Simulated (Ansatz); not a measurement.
Debugging an all-electron equation of state of N, space group P6_3/mmc (Ansatz 0.2.0, Python API).

Run as a notebook:

In [1]:
```python
import ansatz as az
from ase.eos import EquationOfState
from ase.units import GPa
import numpy as np
```

In [2]:
```python
vectors0 = np.array([
    [2.519474, 0.0, 0.0],
    [-1.259737, 2.181928, 0.0],
    [0.0, 0.0, 2.446002],
])
sites = [
    ("N", (2 / 3, 1 / 3, 0.25)),
    ("N", (1 / 3, 2 / 3, 0.75)),
]
```

In [3]:
```python
def on_lattice(cell):
    crystal = az.Crystal(lattice=az.Lattice.of(cell))
    for symbol, position in sites:
        crystal = crystal.atom(symbol, position)
    return crystal
```

In [4]:
```python
volumes, energies = [], []
for scale in np.linspace(0.92, 1.08, 5):
    cell = vectors0 * scale ** (1 / 3)
    base = on_lattice(cell).calculation()
    base = base.occupations("fixed")
    base = base.functional(az.Functional.LDA)
    base = base.kpoints(12, 12, 8).pseudopotentials("all_electron", lapw=True)
    data = base.run().report
    volumes.append(abs(np.linalg.det(cell)) / len(sites))
    energies.append(data["free_energy_ev"] / len(sites))
    print(f"{scale:.3f} {volumes[-1]:9.4f} A^3/atom {energies[-1]:16.5f} eV/atom  (estimated basis error {1000 * data['lapw_basis_errors']['total_ev_per_atom']:.2f} meV/atom)")
v0, e0, bulk = EquationOfState(volumes, energies, eos="birchmurnaghan").fit()
print(f"V0 = {v0:.4f} A^3/atom, B0 = {bulk / GPa:.1f} GPa")
```
```text
RunWarning: iter 1: σ=0 fill of 7 bands saw a band overlap (occupied 12.8803 eV > unoccupied 7.1605 eV) — on an unconverged iterate often a transient of an unconverged empty band; one that stands at the close is told there (band_overlap_at_count); if the run fails to converge, the spectrum is likely genuinely metallic at σ=0 — use a smearing of finite width or the tetrahedron method (which not [...]
RunWarning: a fill by count may have filled part of one level: at k-index 9 the highest filled band, 12.333735 eV, and the lowest empty band, 12.333735 eV, stand 2.856e-12 eV apart, within the solve's uncertainty, 3.162e-4 eV. If they are one level, whatever splits it, however little, can move the result. A smearing (`scf.occupations.method` with a `width`) well over the split that the run's [...]
RunWarning: the bands overlap at the fill by count (7 filled at each k-point of a channel): the highest filled level, 13.229563 eV at k-index 37, stands 5.8874 eV over the lowest empty one, 7.342212 eV at k-index 94, so that a fill of the lowest levels lies lower and no gap is reported. A metal, or a carrier in a host's bands, wants a smearing of finite width or the tetrahedron method [...]
0.920    6.1854 A^3/atom      -1476.23696 eV/atom  (estimated basis error 0.07 meV/atom)
0.960    6.4543 A^3/atom      -1476.28931 eV/atom  (estimated basis error 0.07 meV/atom)
1.000    6.7232 A^3/atom      -1476.31986 eV/atom  (estimated basis error 0.07 meV/atom)
1.040    6.9921 A^3/atom      -1476.33167 eV/atom  (estimated basis error 0.07 meV/atom)
1.080    7.2611 A^3/atom      -1476.32755 eV/atom  (estimated basis error 0.07 meV/atom)
V0 = 7.0510 A^3/atom, B0 = 240.8 GPa
```

No error stopped it. What is wrong with the input all the same?

The fault: fixed occupations, though the bands overlap at this level of theory. The correction:

```diff
--- before
+++ after
@@
     base = on_lattice(cell).calculation()
-    base = base.occupations("fixed")
+    base = base.occupations("fermi_dirac", width=0.1)
     base = base.functional(az.Functional.LDA)
```

Notebook, run cell by cell (the value of a cell's last expression is shown):

(earlier cells as before)

**Cell 4**
```python
volumes, energies = [], []
for scale in np.linspace(0.92, 1.08, 5):
    cell = vectors0 * scale ** (1 / 3)
    base = on_lattice(cell).calculation()
    base = base.occupations("fermi_dirac", width=0.1)
    base = base.functional(az.Functional.LDA)
    base = base.kpoints(12, 12, 8).pseudopotentials("all_electron", lapw=True)
    data = base.run().report
    volumes.append(abs(np.linalg.det(cell)) / len(sites))
    energies.append(data["free_energy_ev"] / len(sites))
    print(f"{scale:.3f} {volumes[-1]:9.4f} A^3/atom {energies[-1]:16.5f} eV/atom  (estimated basis error {1000 * data['lapw_basis_errors']['total_ev_per_atom']:.2f} meV/atom)")
v0, e0, bulk = EquationOfState(volumes, energies, eos="birchmurnaghan").fit()
print(f"V0 = {v0:.4f} A^3/atom, B0 = {bulk / GPa:.1f} GPa")
```
Output:
```text
0.920    6.1854 A^3/atom      -1476.59813 eV/atom  (estimated basis error 0.08 meV/atom)
0.960    6.4543 A^3/atom      -1476.60926 eV/atom  (estimated basis error 0.08 meV/atom)
1.000    6.7232 A^3/atom      -1476.60388 eV/atom  (estimated basis error 0.08 meV/atom)
1.040    6.9921 A^3/atom      -1476.58492 eV/atom  (estimated basis error 0.07 meV/atom)
1.080    7.2611 A^3/atom      -1476.55472 eV/atom  (estimated basis error 0.07 meV/atom)
V0 = 6.4932 A^3/atom, B0 = 230.0 GPa
```

What to keep in mind:
- All-electron totals depend on functional, relativistic treatment and basis; only differences at equal settings carry meaning.
- Shape and fractional positions are held along the curve, so the bulk modulus is an upper value where they are free to relax.
- The mesh is modest for a metal, so energies can be off by several to tens of meV an atom and pressures by half a GPa or more; differences at equal mesh fare better.
- No spin polarisation was allowed.
- This isn't the structure that N takes at ambient conditions.
- Timing: 26 s on 1 thread of Arm Neoverse V2 (shared host), peak memory 0.36 GiB.
